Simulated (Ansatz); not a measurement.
# CH₇NSi + H₂: a complex and its separated parts, part 1 of 2

The complex below is one end of an elementary step. How strongly is it bound against its free parts?

Program: Ansatz 0.2.0, Gaussian basis. Level of theory: PBE0-D4/def2-TZVP structures, single points in def2-TZVPP, no counterpoise correction. These are calculated values, not measurements.

Levels: SPW92, PBE-D4, BLYP-D4, r2SCAN-D4, B97M-V, PBE0-D4, B3LYP-D4, r2SCAN0-D4, BHLYP-D4, CAM-B3LYP-D4, wB97X-V, wB97M-V, B2PLYP, PBE-QIDH, RPA on PBE, Hartree-Fock, MP2, CCSD, CCSD(T).

Correlated methods freeze the cores. B3LYP uses VWN-RPA correlation. B2PLYP carries no dispersion term here.

94 further runs of the same task are left out: 94 set aside as unsound or not needed.

**1. The system as given**

The complex: 12 atoms, charge 0, spin multiplicity 1.

Atoms are counted from 1 here; the program's logs count them from 0.

Bond lengths: Si1–H3 1.488 Å, Si1–H4 1.497 Å, Si1–C5 1.864 Å, Si1–N7 1.727 Å, H2–H6 0.749 Å, C5–H8 1.093 Å, C5–H9 1.092 Å, C5–H10 1.094 Å, N7–H11 1.008 Å, N7–H12 1.008 Å. Angles: H3–Si1–H4 107.1°, H3–Si1–C5 111.8°, H3–Si1–N7 106.1°, H4–Si1–C5 108.1°, H4–Si1–N7 114.5°, C5–Si1–N7 109.3°, Si1–C5–H8 110.6°, Si1–C5–H9 110.9°, Si1–C5–H10 110.9°, H8–C5–H9 108.6°, H8–C5–H10 107.6°, H9–C5–H10 108.2°, Si1–N7–H11 119.2°, Si1–N7–H12 118.8°, H11–N7–H12 110.1°.

As a file:

```xyz
12
CH9NSi
Si   -0.7323    0.8008    0.0481
H     0.7477   -2.9977   -0.8950
H    -2.0543    0.1180    0.0161
H    -0.9983    2.2670    0.1863
C     0.2912    0.2571    1.5076
H     0.5992   -2.2768   -1.0351
N     0.0742    0.3533   -1.4120
H    -0.2031    0.5247    2.4449
H     0.4474   -0.8236    1.4929
H     1.2705    0.7436    1.5001
H     1.0090    0.6912   -1.5817
H    -0.4510    0.3421   -2.2723
```

Its parts: CH₇NSi holds atoms 1, 3, 4, 5, 7, 8, 9, 10, 11, 12; H₂ holds atoms 2, 6. Each part counts its atoms afresh in its own runs.

**2. Relaxing CH₇NSi alone**

Contents of relax-a/in.yaml:

```yaml
crystal:
  periodic: [false, false, false]
  atoms:
    - {symbol: Si, position_ang: [-0.732348, 0.800801, 0.048092]}
    - {symbol: H, position_ang: [-2.054338, 0.118040, 0.016059]}
    - {symbol: H, position_ang: [-0.998316, 2.267008, 0.186307]}
    - {symbol: C, position_ang: [0.291155, 0.257104, 1.507587]}
    - {symbol: N, position_ang: [0.074157, 0.353274, -1.411953]}
    - {symbol: H, position_ang: [-0.203109, 0.524731, 2.444908]}
    - {symbol: H, position_ang: [0.447448, -0.823574, 1.492862]}
    - {symbol: H, position_ang: [1.270483, 0.743641, 1.500138]}
    - {symbol: H, position_ang: [1.009008, 0.691216, -1.581663]}
    - {symbol: H, position_ang: [-0.450998, 0.342126, -2.272279]}
basis:
  gaussian: {orbitals: def2-TZVP}
hamiltonian: {xc: pbe0, dispersion: d4}
relax: {f_tol: 0.005, max_steps: 200}
```

On the command line:

```console
> ansatz run in.yaml --threads 4 --pin off --events-out ev --progress --plain --max-ram 9574MiB
```

What it wrote, cut to the lines that bear on the results:

```text
Functional definition: PBE0
  name "PBE0"
  cite "Adamo & Barone, J. Chem. Phys. 110, 6158 (1999) doi:10.1063/1.478522"
  cite "Perdew, Burke & Ernzerhof, Phys. Rev. Lett. 77, 3865 (1996) doi:10.1103/PhysRevLett.77.3865"
  parent pbe
[...]
911 factors; their error is unknown
[...]
mean field -10514.55374310 eV, -386.4027230382 hartree, gradient 1.4e-5 eV, S^2 0.000000; 0 other end points of the search recorded, 0 dependent functions left out
[...]
reference -10514.55377302 eV, -386.4027241381 hartree; 17, 17 occupied and 124, 124 virtual orbitals, 911 factors
[...]
Atom 2 at    -0.998335     2.267412     0.193672 Å, force     0.001184    -0.002231    -0.000306 eV/Å
Atom 3 at     0.290673     0.257195     1.507876 Å, force     0.002079    -0.001284    -0.002158 eV/Å
Atom 4 at     0.073782     0.360024    -1.413345 Å, force    -0.001816    -0.000809     0.001624 eV/Å
Atom 5 at    -0.204967     0.524182     2.444623 Å, force    -0.001280     0.000619     0.001209 eV/Å
Atom 6 at     0.447653    -0.823310     1.492903 Å, force     0.000010     0.000127     0.000134 eV/Å
Atom 7 at     1.269802     0.744174     1.502475 Å, force    -0.000338     0.000003     0.000163 eV/Å
Atom 8 at     1.010206     0.690210    -1.586561 Å, force    -0.000193     0.000789    -0.001934 eV/Å
Atom 9 at    -0.452237     0.332966    -2.272218 Å, force     0.002257    -0.000511    -0.001064 eV/Å
Dipole moment:     0.170067     0.051786    -0.125970 e Å
```

Run time: 7.5 s. Hardware: 4 threads of Arm Neoverse V1, shared host.

Along the way:

| step | energy from step 1 (eV) | largest force component (eV/Å) |
| --- | --- | --- |
| 1 | 0.0000 | 0.0699 |
| 2 | -0.0001 | 0.0307 |
| 3 | -0.0002 | 0.0114 |
| 4 | -0.0002 | 0.0481 |
| 5 | -0.0002 | 0.0032 |

Close pairs (by a distance rule), those that changed most:

| bond | before (Å) | after (Å) | change (Å) |
| --- | --- | --- | --- |
| Si1–N5 | 1.727 | 1.724 | -0.003 |
| Si1–C4 | 1.864 | 1.864 | +0.001 |
| N5–H9 | 1.008 | 1.008 | -0.001 |
| N5–H10 | 1.008 | 1.008 | -0.000 |
| Si1–H3 | 1.497 | 1.497 | +0.000 |
| Si1–H2 | 1.488 | 1.489 | +0.000 |
| C4–H7 | 1.092 | 1.092 | -0.000 |
| C4–H6 | 1.093 | 1.093 | -0.000 |

**3. Relaxing H₂ alone**

Contents of relax-b/in.yaml:

```yaml
crystal:
  periodic: [false, false, false]
  atoms:
    - {symbol: H, position_ang: [0.747692, -2.997662, -0.894953]}
    - {symbol: H, position_ang: [0.599166, -2.276802, -1.035102]}
basis:
  gaussian: {orbitals: def2-TZVP}
hamiltonian: {xc: pbe0, dispersion: d4}
relax: {f_tol: 0.005, max_steps: 200}
```

On the command line:

```console
> ansatz run in.yaml --threads 4 --pin off --events-out ev --progress --plain --max-ram 9574MiB
```

What it wrote, cut to the lines that bear on the results:

```text
[... 5 set-up lines as earlier in the session ...]
[...]
88 factors; their error is unknown
[...]
mean field -31.78847815 eV, -1.1682050251 hartree, gradient 1.7e-5 eV, S^2 0.000000; 0 other end points of the search recorded, 0 dependent functions left out
[...]
reference -31.78866853 eV, -1.1682120214 hartree; 1, 1 occupied and 11, 11 virtual orbitals, 88 factors
Total energy: -31.79027509 eV, -1.1682710614 hartree
Atom 0 at     0.747390    -2.996196    -0.895238 Å, force    -0.000445     0.002160    -0.000420 eV/Å
Atom 1 at     0.599468    -2.278268    -1.034817 Å, force     0.000445    -0.002160     0.000420 eV/Å
Dipole moment:     0.000000    -0.000000     0.000000 e Å
```

It took 0.15 s on 4 threads of Arm Neoverse V1, shared host.

The steps of the relaxation:

| step | energy from step 1 (eV) | largest force component (eV/Å) |
| --- | --- | --- |
| 1 | 0.0000 | 0.1070 |
| 2 | -0.0002 | 0.0022 |

The bond:

| bond | before (Å) | after (Å) | change (Å) |
| --- | --- | --- | --- |
| H1–H2 | 0.749 | 0.746 | -0.003 |

**4. SPW92/def2-TZVPP**

Contents of parta/in.yaml:

```yaml
crystal:
  periodic: [false, false, false]
  atoms:
    - {symbol: Si, position_ang: [-0.730424, 0.801956, 0.046310]}
    - {symbol: H, position_ang: [-2.053011, 0.119557, 0.014324]}
    - {symbol: H, position_ang: [-0.998335, 2.267412, 0.193672]}
    - {symbol: C, position_ang: [0.290673, 0.257195, 1.507876]}
    - {symbol: N, position_ang: [0.073782, 0.360024, -1.413345]}
    - {symbol: H, position_ang: [-0.204967, 0.524182, 2.444623]}
    - {symbol: H, position_ang: [0.447653, -0.823310, 1.492903]}
    - {symbol: H, position_ang: [1.269802, 0.744174, 1.502475]}
    - {symbol: H, position_ang: [1.010206, 0.690210, -1.586561]}
    - {symbol: H, position_ang: [-0.452237, 0.332966, -2.272218]}
basis:
  gaussian: {orbitals: def2-TZVPP}
hamiltonian: {xc: lda}
```

Contents of partb/in.yaml:

```yaml
crystal:
  periodic: [false, false, false]
  atoms:
    - {symbol: H, position_ang: [0.747390, -2.996196, -0.895238]}
    - {symbol: H, position_ang: [0.599468, -2.278268, -1.034817]}
basis:
  gaussian: {orbitals: def2-TZVPP}
hamiltonian: {xc: lda}
```

One command serves all of them, each in its own folder.

On the command line:

```console
> ansatz run in.yaml --threads 4 --pin off --events-out ev --progress --plain --max-ram 9574MiB
```

parta printed, cut to the lines that bear on the results:

```text
Functional definition: SPW92
  name "SPW92"
  cite "Dirac, Proc. Camb. Phil. Soc. 26, 376 (1930) doi:10.1017/S0305004100016108"
  cite "Slater, Phys. Rev. 81, 385 (1951) doi:10.1103/PhysRev.81.385"
  cite "Perdew & Wang, Phys. Rev. B 45, 13244 (1992) doi:10.1103/PhysRevB.45.13244"
[...]
1036 factors; their error is unknown
[...]
mean field -10465.85705237 eV, -384.6131526620 hartree, gradient 4.3e-5 eV, S^2 0.000000; 0 other end points of the search recorded, 0 dependent functions left out
reference -10465.85708992 eV, -384.6131540417 hartree; 17, 17 occupied and 185, 185 virtual orbitals, 1036 factors
Total energy: -10465.85708992 eV, -384.6131540417 hartree
```

partb printed, cut to the lines that bear on the results:

```text
[... 5 set-up lines as earlier in the session ...]
[...]
118 factors; their error is unknown
[...]
mean field -30.93530704 eV, -1.1368515649 hartree, gradient 4.4e-5 eV, S^2 0.000000; 0 other end points of the search recorded, 0 dependent functions left out
reference -30.93532772 eV, -1.1368523249 hartree; 1, 1 occupied and 27, 27 virtual orbitals, 118 factors
Total energy: -30.93532772 eV, -1.1368523249 hartree
```

Wall times: 0.7 s (parta), 0.05 s (partb) on 4 threads of Arm Neoverse V1, shared host.

**5. PBE-D4/def2-TZVPP**

Each input of step 4 (parta, partb) changes in the same lines:

```diff
-hamiltonian: {xc: lda}
+hamiltonian: {xc: pbe, dispersion: d4}
```

Each run has its own folder and the same command.

On the command line:

```console
> ansatz run in.yaml --threads 4 --pin off --events-out ev --progress --plain --max-ram 9574MiB
```

Output in parta, cut to the lines that bear on the results:

```text
Functional definition: PBE
  name "PBE"
[... 2 set-up lines as earlier in the session ...]
[...]
1036 factors; their error is unknown
[...]
mean field -10513.39435717 eV, -386.3601163914 hartree, gradient 3.4e-5 eV, S^2 0.000000; 0 other end points of the search recorded, 0 dependent functions left out
reference -10513.39439736 eV, -386.3601178682 hartree; 17, 17 occupied and 185, 185 virtual orbitals, 1036 factors
Total energy: -10513.54980523 eV, -386.3658290022 hartree
```

partb printed, cut to the lines that bear on the results:

```text
[... 4 set-up lines as earlier in the session ...]
[...]
118 factors; their error is unknown
[...]
mean field -31.73222459 eV, -1.1661377449 hartree, gradient 3.1e-5 eV, S^2 0.000000; 0 other end points of the search recorded, 0 dependent functions left out
reference -31.73224627 eV, -1.1661385415 hartree; 1, 1 occupied and 27, 27 virtual orbitals, 118 factors
Total energy: -31.73426550 eV, -1.1662127469 hartree
```

They took 1.1 s (parta), 0.1 s (partb) on 4 threads of Arm Neoverse V1, shared host.

**6. BLYP-D4/def2-TZVPP**

The same edit goes into each in.yaml of step 5 (parta, partb):

```diff
-hamiltonian: {xc: pbe, dispersion: d4}
+hamiltonian: {xc: {name: BLYP}, dispersion: d4}
```

Each run has its own folder and the same command.

On the command line:

```console
> ansatz run in.yaml --threads 4 --pin off --events-out ev --progress --plain --max-ram 9574MiB
```

Output in parta, cut to the lines that bear on the results:

```text
Functional definition: BLYP
  name "BLYP"
  cite "Becke, Phys. Rev. A 38, 3098 (1988) doi:10.1103/PhysRevA.38.3098"
  cite "Lee, Yang & Parr, Phys. Rev. B 37, 785 (1988) doi:10.1103/PhysRevB.37.785"
[...]
1036 factors; their error is unknown
[...]
mean field -10519.68483527 eV, -386.5912871976 hartree, gradient 2.9e-5 eV, S^2 0.000000; 0 other end points of the search recorded, 0 dependent functions left out
reference -10519.68518225 eV, -386.5912999490 hartree; 17, 17 occupied and 185, 185 virtual orbitals, 1036 factors
Total energy: -10520.03265241 eV, -386.6040692418 hartree
```

partb printed, cut to the lines that bear on the results:

```text
[... 4 set-up lines as earlier in the session ...]
[...]
118 factors; their error is unknown
[...]
mean field -31.82604689 eV, -1.1695856509 hartree, gradient 8.3e-5 eV, S^2 0.000000; 0 other end points of the search recorded, 0 dependent functions left out
reference -31.82623932 eV, -1.1695927224 hartree; 1, 1 occupied and 27, 27 virtual orbitals, 118 factors
Total energy: -31.83113723 eV, -1.1697727173 hartree
```

Wall times: 1.1 s (parta), 0.1 s (partb) on 4 threads of Arm Neoverse V1, shared host.

**7. r2SCAN-D4/def2-TZVPP**

Each input of step 6 (parta, partb) changes in the same lines:

```diff
-hamiltonian: {xc: {name: BLYP}, dispersion: d4}
+hamiltonian: {xc: r2scan, dispersion: d4}
```

The same command starts each run, in its folder.

On the command line:

```console
> ansatz run in.yaml --threads 4 --pin off --events-out ev --progress --plain --max-ram 9574MiB
```

Output in parta, cut to the lines that bear on the results:

```text
Functional definition: r2SCAN
  name "r2SCAN"
  cite "Furness, Kaplan, Ning, Perdew & Sun, J. Phys. Chem. Lett. 11, 8208 (2020) doi:10.1021/acs.jpclett.0c02405"
  cite "Furness, Kaplan, Ning, Perdew & Sun, J. Phys. Chem. Lett. 11, 9248 (2020) doi:10.1021/acs.jpclett.0c03077"
  parent r2scan
[...]
1036 factors; their error is unknown
[...]
mean field -10518.86151429 eV, -386.5610307098 hartree, gradient 5.1e-5 eV, S^2 0.000000; 0 other end points of the search recorded, 0 dependent functions left out
reference -10518.86152643 eV, -386.5610311560 hartree; 17, 17 occupied and 185, 185 virtual orbitals, 1036 factors
Total energy: -10518.89920129 eV, -386.5624156814 hartree
```

Log of partb, cut to the lines that bear on the results:

```text
[... 5 set-up lines as earlier in the session ...]
[...]
118 factors; their error is unknown
[...]
mean field -31.87204767 eV, -1.1712761484 hartree, gradient 4.1e-5 eV, S^2 0.000000; 0 other end points of the search recorded, 0 dependent functions left out
reference -31.87205429 eV, -1.1712763916 hartree; 1, 1 occupied and 27, 27 virtual orbitals, 118 factors
Total energy: -31.87255568 eV, -1.1712948171 hartree
```

Wall times: 2.4 s (parta), 0.3 s (partb) on 4 threads of Arm Neoverse V1, shared host.

**8. B97M-V/def2-TZVPP**

The same edit goes into each in.yaml of step 7 (parta, partb):

```diff
-hamiltonian: {xc: r2scan, dispersion: d4}
+hamiltonian: {xc: {name: B97M-V}}
```

Each run has its own folder and the same command.

On the command line:

```console
> ansatz run in.yaml --threads 4 --pin off --events-out ev --progress --plain --max-ram 9574MiB
```

parta printed, cut to the lines that bear on the results:

```text
Functional definition: B97M-V
  name "B97M-V"
  cite "Mardirossian & Head-Gordon, J. Chem. Phys. 142, 074111 (2015) doi:10.1063/1.4907719"
  cite "Becke, J. Chem. Phys. 107, 8554 (1997) doi:10.1063/1.475007"
  cite "Vydrov & Van Voorhis, J. Chem. Phys. 133, 244103 (2010) doi:10.1063/1.3521275"
  # Of w^i u^j: cxij and so on, Table III.
[...]
  gx(w, u) = cx00 + cx01*u + cx02*u^2 + (cx10 + cx11*u)*w
[...]
  gos(w, u) = cos00 + cos01*u + cos03*u^3 + cos10*w + cos32*w^3*u^2
[...]
      + integral(e_c_pw_mod_opposite_spin*gos(b97_w_opposite, b97_u_opposite)) + vv10(b, c)
1036 factors; their error is unknown
[...]
mean field -10518.95936863 eV, -386.5646267904 hartree, gradient 2.2e-5 eV, S^2 0.000000; 0 other end points of the search recorded, 0 dependent functions left out
reference -10518.95942877 eV, -386.5646290005 hartree; 17, 17 occupied and 185, 185 virtual orbitals, 1036 factors
Total energy: -10518.95942877 eV, -386.5646290005 hartree
```

Output in partb, cut to the lines that bear on the results:

```text
[... 5 set-up lines as earlier in the session ...]
  # Of w^i u^j: cxij and so on, Table III.
[...]
  gx(w, u) = cx00 + cx01*u + cx02*u^2 + (cx10 + cx11*u)*w
  gss(w, u) = css00 + css02*u^2 + css10*w + (css32*w^3 + css42*w^4)*u^2
  gos(w, u) = cos00 + cos01*u + cos03*u^3 + cos10*w + cos32*w^3*u^2
[...]
      + integral(e_c_pw_mod_opposite_spin*gos(b97_w_opposite, b97_u_opposite)) + vv10(b, c)
118 factors; their error is unknown
[...]
mean field -31.90528397 eV, -1.1724975596 hartree, gradient 8.2e-6 eV, S^2 0.000000; 0 other end points of the search recorded, 0 dependent functions left out
reference -31.90531365 eV, -1.1724986504 hartree; 1, 1 occupied and 27, 27 virtual orbitals, 118 factors
Total energy: -31.90531365 eV, -1.1724986504 hartree
```

Wall times: 4.9 s (parta), 0.15 s (partb) on 4 threads of Arm Neoverse V1, shared host.

**9. PBE0-D4/def2-TZVPP**

Each input of step 8 (parta, partb) changes in the same lines:

```diff
-hamiltonian: {xc: {name: B97M-V}}
+hamiltonian: {xc: pbe0, dispersion: d4}
+output: {orbitals: {seedname: orbitals}}
```

Each run has its own folder and the same command.

On the command line:

```console
> ansatz run in.yaml --threads 4 --pin off --events-out ev --progress --plain --max-ram 9574MiB
```

parta printed, cut to the lines that bear on the results:

```text
[... 5 set-up lines as earlier in the session ...]
[...]
1039 factors; their error is unknown
[...]
mean field -10514.64115161 eV, -386.4059352418 hartree, gradient 4.2e-5 eV, S^2 0.000000; 0 other end points of the search recorded, 0 dependent functions left out
reference -10514.64118169 eV, -386.4059363475 hartree; 17, 17 occupied and 185, 185 virtual orbitals, 1039 factors
Total energy: -10514.77088074 eV, -386.4107026994 hartree
```

Output in partb, cut to the lines that bear on the results:

```text
[... 5 set-up lines as earlier in the session ...]
[...]
118 factors; their error is unknown
[...]
mean field -31.79610707 eV, -1.1684853827 hartree, gradient 5.5e-5 eV, S^2 0.000000; 0 other end points of the search recorded, 0 dependent functions left out
reference -31.79612306 eV, -1.1684859704 hartree; 1, 1 occupied and 27, 27 virtual orbitals, 118 factors
Total energy: -31.79772962 eV, -1.1685450104 hartree
```

They took 1.4 s (parta), 0.1 s (partb) on 4 threads of Arm Neoverse V1, shared host.

**10. B3LYP-D4/def2-TZVPP**

Each input of step 9 (parta, partb) changes in the same lines:

```diff
-hamiltonian: {xc: pbe0, dispersion: d4}
-output: {orbitals: {seedname: orbitals}}
+hamiltonian: {xc: {name: B3LYP}, dispersion: d4}
```

The same command starts each run, in its folder.

On the command line:

```console
> ansatz run in.yaml --threads 4 --pin off --events-out ev --progress --plain --max-ram 9574MiB
```

Log of parta, cut to the lines that bear on the results:

```text
Functional definition: B3LYP
  name "B3LYP"
  cite "Stephens, Devlin, Chabalowski & Frisch, J. Phys. Chem. 98, 11623 (1994) doi:10.1021/j100096a001"
[... 2 set-up lines as earlier in the session ...]
  cite "Vosko, Wilk & Nusair, Can. J. Phys. 58, 1200 (1980) doi:10.1139/p80-159"
[...]
1039 factors; their error is unknown
[...]
mean field -10522.04056239 eV, -386.6778585727 hartree, gradient 5.5e-5 eV, S^2 0.000000; 0 other end points of the search recorded, 0 dependent functions left out
reference -10522.04081974 eV, -386.6778680300 hartree; 17, 17 occupied and 185, 185 virtual orbitals, 1039 factors
Total energy: -10522.29073032 eV, -386.6870520746 hartree
```

Output in partb, cut to the lines that bear on the results:

```text
[... 6 set-up lines as earlier in the session ...]
[...]
118 factors; their error is unknown
[...]
mean field -32.10922576 eV, -1.1799922822 hartree, gradient 4.6e-5 eV, S^2 0.000000; 0 other end points of the search recorded, 0 dependent functions left out
reference -32.10936786 eV, -1.1799975044 hartree; 1, 1 occupied and 27, 27 virtual orbitals, 118 factors
Total energy: -32.11251896 eV, -1.1801133051 hartree
```

They took 1.3 s (parta), 0.1 s (partb) on 4 threads of Arm Neoverse V1, shared host.

**11. r2SCAN0-D4/def2-TZVPP**

Each input of step 10 (parta, partb) changes in the same lines:

```diff
-hamiltonian: {xc: {name: B3LYP}, dispersion: d4}
+hamiltonian: {xc: {name: r2SCAN0}, dispersion: d4}
```

Each run has its own folder and the same command.

On the command line:

```console
> ansatz run in.yaml --threads 4 --pin off --events-out ev --progress --plain --max-ram 9574MiB
```

Output in parta, cut to the lines that bear on the results:

```text
Functional definition: r2SCAN0
  name "r2SCAN0"
  cite "Bursch, Neugebauer, Ehlert & Grimme, J. Chem. Phys. 156, 134105 (2022) doi:10.1063/5.0086040"
[... 3 set-up lines as earlier in the session ...]
[...]
1039 factors; their error is unknown
[...]
mean field -10518.52895097 eV, -386.5488092330 hartree, gradient 2.0e-5 eV, S^2 0.000000; 0 other end points of the search recorded, 0 dependent functions left out
reference -10518.52896060 eV, -386.5488095869 hartree; 17, 17 occupied and 185, 185 virtual orbitals, 1039 factors
Total energy: -10518.57263608 eV, -386.5504146314 hartree
```

partb printed, cut to the lines that bear on the results:

```text
[... 6 set-up lines as earlier in the session ...]
[...]
118 factors; their error is unknown
[...]
mean field -31.85186468 eV, -1.1705344369 hartree, gradient 1.4e-5 eV, S^2 0.000000; 0 other end points of the search recorded, 0 dependent functions left out
reference -31.85186980 eV, -1.1705346252 hartree; 1, 1 occupied and 27, 27 virtual orbitals, 118 factors
Total energy: -31.85241118 eV, -1.1705545205 hartree
```

Times: 2.4 s (parta), 0.3 s (partb) on 4 threads of Arm Neoverse V1, shared host.

**12. BHLYP-D4/def2-TZVPP**

The same edit goes into each in.yaml of step 11 (parta, partb):

```diff
-hamiltonian: {xc: {name: r2SCAN0}, dispersion: d4}
+hamiltonian: {xc: {name: BHLYP}, dispersion: d4}
```

One command serves all of them, each in its own folder.

On the command line:

```console
> ansatz run in.yaml --threads 4 --pin off --events-out ev --progress --plain --max-ram 9574MiB
```

parta printed, cut to the lines that bear on the results:

```text
Functional definition: BHLYP
  name "BHLYP"
  cite "Becke, J. Chem. Phys. 98, 1372 (1993) doi:10.1063/1.464304"
[... 2 set-up lines as earlier in the session ...]
[...]
1113 factors; their error is unknown
[...]
mean field -10519.62419935 eV, -386.5890588686 hartree, gradient 1.3e-5 eV, S^2 0.000000; 0 other end points of the search recorded, 0 dependent functions left out
reference -10519.62437374 eV, -386.5890652773 hartree; 17, 17 occupied and 185, 185 virtual orbitals, 1113 factors
Total energy: -10519.80626225 eV, -386.5957495570 hartree
```

Log of partb, cut to the lines that bear on the results:

```text
[... 5 set-up lines as earlier in the session ...]
[...]
118 factors; their error is unknown
[...]
mean field -31.83804872 eV, -1.1700267100 hartree, gradient 5.6e-5 eV, S^2 0.000000; 0 other end points of the search recorded, 0 dependent functions left out
reference -31.83814429 eV, -1.1700302219 hartree; 1, 1 occupied and 27, 27 virtual orbitals, 118 factors
Total energy: -31.83988788 eV, -1.1700942979 hartree
```

Times: 1.4 s (parta), 0.1 s (partb) on 4 threads of Arm Neoverse V1, shared host.

(Continued in part 2 of 2.)
